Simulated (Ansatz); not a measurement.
Relaxation of a periodic cell of 17 atoms, CuSi₁₆ (host Si, host structure diamond, interstitial Cu), cell charge +1, to a largest force component of 0.03 eV/Å in at most 60 steps.

The calculation used DFT PBE, scalar-relativistic, plane waves, PAW in Ansatz 0.2.0. Settings: PAW set soft_1, cutoff 420 eV, k mesh 2x2x2, fermi-dirac smearing 0.02 eV, no spin polarisation.

```xyz
17
Lattice="0.0000 5.4300 5.4300 5.4300 0.0000 5.4300 5.4300 5.4300 0.0000" Properties=species:S:1:pos:R:3:forces:R:3
Si 0.000 0.000 0.000 -0.05 -1.41 0.07
Si 1.357 1.357 1.357 0.08 -0.13 1.48
Si 2.715 2.715 0.000 1.76 0.11 0.21
Si 4.072 4.072 1.357 -0.35 0.34 0.36
Si 2.715 0.000 2.715 0.34 -0.35 -0.33
Si 4.072 1.357 4.072 -1.65 -0.20 -0.11
Si 5.430 2.715 2.715 -0.26 0.19 -1.98
Si 6.787 4.072 4.072 0.31 2.09 -0.28
Si 0.000 2.715 2.715 -0.02 0.01 0.07
Si 1.357 4.072 4.072 0.01 -0.06 -0.01
Si 2.715 5.430 2.715 -0.08 0.07 0.08
Si 4.072 6.787 4.072 0.07 -0.01 -0.01
Si 2.715 2.715 5.430 -0.08 0.01 0.02
Si 4.072 4.072 6.787 0.08 -0.08 -0.07
Si 5.430 5.430 5.430 -0.01 0.08 0.01
Si 6.787 6.787 6.787 0.01 -0.01 -0.07
Cu 6.103 2.092 4.732 -0.17 -0.67 0.57
```

**Question.** Where does it end, and by what steps?

**Answer.** The forces met the threshold. The force dipped under the threshold on the way, but the program's further checks kept it going. Limits of this set-up: coarse k mesh, a small cell, in which the defect meets its images, charged cell in a uniform background, uncorrected. After 18 steps the energy has fallen by 0.677 eV; Cu17 moved furthest, 0.60 Å. Joined: Si14–Cu17 (3.50 → 2.66 Å).

```csv
step,energy less start (eV),largest force component (eV/Å),accepted
0,0.0000,2.094,yes
1,-0.4855,0.879,yes
2,-0.6188,0.135,yes
3,-0.6239,0.050,yes
4,-0.6249,0.035,yes
5,-0.6385,0.196,yes
6,-0.6585,0.174,yes
7,-0.6733,0.088,yes
8,-0.6737,0.057,yes
9,-0.6752,0.024,yes
10,-0.6755,0.019,yes
11,-0.6757,0.015,yes
12,-0.6751,0.059,no
13,-0.6762,0.018,yes
14,-0.6588,0.187,no
15,-0.6765,0.019,yes
16,-0.6752,0.054,no
17,-0.6769,0.020,yes
18,-0.6769,0.024,yes
```

```xyz
17
Lattice="0.0000 5.4300 5.4300 5.4300 0.0000 5.4300 5.4300 5.4300 0.0000" Properties=species:S:1:pos:R:3
Si 0.001 -0.046 0.035
Si 1.469 1.250 1.438
Si 2.763 2.718 0.037
Si 3.991 4.158 1.398
Si 2.897 -0.182 2.615
Si 4.019 1.312 3.993
Si 5.393 2.754 2.656
Si 6.835 4.127 3.995
Si 0.072 2.647 2.709
Si 1.332 4.078 4.062
Si 2.657 5.493 2.757
Si 4.070 6.818 4.063
Si 2.685 2.668 5.364
Si 4.208 3.940 6.627
Si 5.480 5.463 5.364
Si 6.761 6.817 6.775
Cu 5.769 2.375 5.143
```

Whether the end is a true minimum wasn't checked by a vibrational analysis.

Time of the run: 2.2 min on 1 thread of Arm Neoverse V1, on a shared host, peak memory 0.56 GiB.
